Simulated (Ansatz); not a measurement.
# CH3Se: the cost of one run

Program: Ansatz 0.2.0, driven from Python. Level of theory: PBE/def2-SVP. These are calculated values, not measurements.

### Step 1. The system

Bond lengths: C1–Se2 1.948 Å, C1–H3 1.086 Å, C1–H4 1.087 Å, C1–H5 1.086 Å. Angles: Se2–C1–H3 108.9°, Se2–C1–H4 108.9°, Se2–C1–H5 108.8°, H3–C1–H4 110.1°, H3–C1–H5 110.0°, H4–C1–H5 110.1°.

No structure file is read: the coordinates are typed or built in the script.

### Step 2. The code

File ch3se_md.py:

```python
"""A short Born-Oppenheimer trajectory of CH3Se."""

import warnings

import ansatz as az
import numpy as np


def main() -> None:
    warnings.simplefilter("ignore", az.DeckWarning)

    geometry_ang = [
        ("C", (-0.11987, -0.10767, 0.07753)),
        ("Se", (1.18881, 1.06378, -0.76596)),
        ("H", (0.18584, -1.13997, -0.06782)),
        ("H", (-0.16537, 0.12227, 1.13847)),
        ("H", (-1.0894, 0.06159, -0.38223)),
    ]
    molecule = az.Crystal.molecule()
    for symbol, xyz in geometry_ang:
        molecule = molecule.atom(symbol, xyz)

    base = (
        molecule.calculation()
        .basis(gaussian="def2-SVP")
        .functional("pbe")
        .spin("collinear", total=1)
    )
    symbols = [site.symbol for site in molecule.cartesian_sites]
    start = np.array([site.position_ang for site in molecule.cartesian_sites], dtype=float)
    rep = base.relax(force_tolerance=0.02).run(threads=1).report
    end = np.array(rep["positions_ang"])
    minimum = az.Crystal.molecule()
    for symbol, place in zip(symbols, end):
        minimum = minimum.atom(symbol, place.tolist())

    # dynamics from the relaxed geometry
    base = (
        minimum.calculation()
        .basis(gaussian="def2-SVP")
        .functional("pbe")
        .spin("collinear", total=1)
        .md("nvt_nose_hoover", timestep=0.5, steps=40, temperature=300, initial_velocities="maxwell_boltzmann", seed=82, thermostat_time=20)
    )
    frames = []
    result = base.session().plan().execute(on_event=lambda e: frames.append(e["data"]) if e["event"] == "md_step" else None)
    print("t (fs)   E_pot (eV)      E_kin (eV)   T (K)   d(0-1) (A)")
    for f in frames[::2]:
        xyz = np.array(f["positions_ang"])
        print(f"{f['time_fs']:6.2f} {f['lagrangian_ev']:14.5f} {f['e_kin_ev']:10.5f} {f['temperature_k']:8.1f} {np.linalg.norm(xyz[0] - xyz[1]):9.4f}")
    kept = np.array([f["conserved_ev"] for f in frames])
    print(f"conserved energy moves by at most {1000 * np.ptp(kept):.3f} meV")
    symbols = [site.symbol for site in molecule.cartesian_sites]
    with open("last_frame.xyz", "w") as handle:
        handle.write(f"{len(symbols)}\nt = {frames[-1]['time_fs']} fs\n")
        handle.writelines("{:2s} {:10.5f} {:10.5f} {:10.5f}\n".format(s, *xyz) for s, xyz in zip(symbols, frames[-1]["positions_ang"]))


if __name__ == "__main__":
    main()
```

### Step 3. The run

The run is started by

```console
> python ch3se_md.py
```

What time and memory should one allow on 1 thread of Arm Neoverse V2, shared host?

About 3.1 min, with a peak of 0.21 GiB.
